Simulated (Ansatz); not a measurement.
**ZrH₂ (singlet): the correlation ladder at angle H2–Zr1–H3 = 101.4°, def2-SVP**

The task here is to estimate one member of a computed series from the others.

Computed with Ansatz 0.2.0, Gaussian basis. Level: def2-SVP, core rule «outside noble gas», up to 4 orbitals frozen.

Plan: UHF; CCSD(T) on RHF; CCSD(T) on UHF; CISD; CCSDT(Q) on RHF; CCSDT(Q) on UHF; CASSCF and MRCISD+Q, 2 electrons in 2 orbitals; CASSCF and NEVPT2, 2 electrons in 2 orbitals; Full CI.

21 further runs of the same task are left out: 14 for a known fault of the program, 5 that didn't finish, 2 set aside as unsound or not needed.

## The system

The geometry derives from a PBE0/def2-TZVP stationary point (not a proven minimum). One angle is set to the value named; bond lengths are kept. No spin-orbit coupling is included. Elements past krypton take def2 core potentials.

3 atoms, charge 0, spin multiplicity 1.

Atoms are counted from 1 here; the program's logs count them from 0.

Bond lengths: Zr1–H2 1.929 Å, Zr1–H3 1.929 Å. Angles: H2–Zr1–H3 101.4°.

The first run:

File in.yaml:

```yaml
crystal:
  periodic: [false, false, false]
  atoms:
    - {symbol: Zr, position_ang: [-0.026413, 0.000000, 0.000000]}
    - {symbol: H, position_ang: [1.195252, 0.000000, -1.492583]}
    - {symbol: H, position_ang: [1.195252, 0.000000, 1.492583]}
basis:
  gaussian: {orbitals: def2-SVP}
magnetization: {spin_polarized: true, initial_magnetization: 0}
hamiltonian: {xc: hf}
output: {orbitals: {seedname: orbitals}}
```

Run with:

```bash
$ ansatz run in.yaml --threads 1 --pin off --events-out ev --progress --plain --max-ram 2393MiB
```

Steps of the session up to this table: UHF; CCSD(T) on RHF; CCSD(T) on UHF; CISD; CCSDT(Q) on RHF; CCSDT(Q) on UHF; CASSCF and MRCISD+Q, 2 electrons in 2 orbitals; CASSCF and NEVPT2, 2 electrons in 2 orbitals; Full CI.

One of the session's tables, all rows but one given; the rest of the session is left out.

| method | from FCI (kcal/mol) |
| --- | --- |
| RHF | ? |
| RMP2 | +24.44 |
| CISD | +10.02 |
| RCCSD | +4.04 |
| RCCSD(T) | +1.12 |
| RCCSDT | +0.12 |
| RCCSDT(Q) | -0.05 |
| CASSCF pair | +62.54 |
| NEVPT2 pair | +19.95 |
| MRCISD pair | +6.52 |
| MRCISD+Q pair | +1.21 |
| FCI | 0 |

Estimate the missing values for RHF.

**Answer.** from FCI (kcal/mol): +75.83. In the column «from FCI (kcal/mol)» it is the highest.

Left out of the table: UHF, UMP2, UCCSD, UCCSD(T), UCCSDT, UCCSDT(Q) (another determinant or state than the rows shown).

To keep in mind: RCCSDT(Q) falls below full CI, which methods that aren't variational can do.
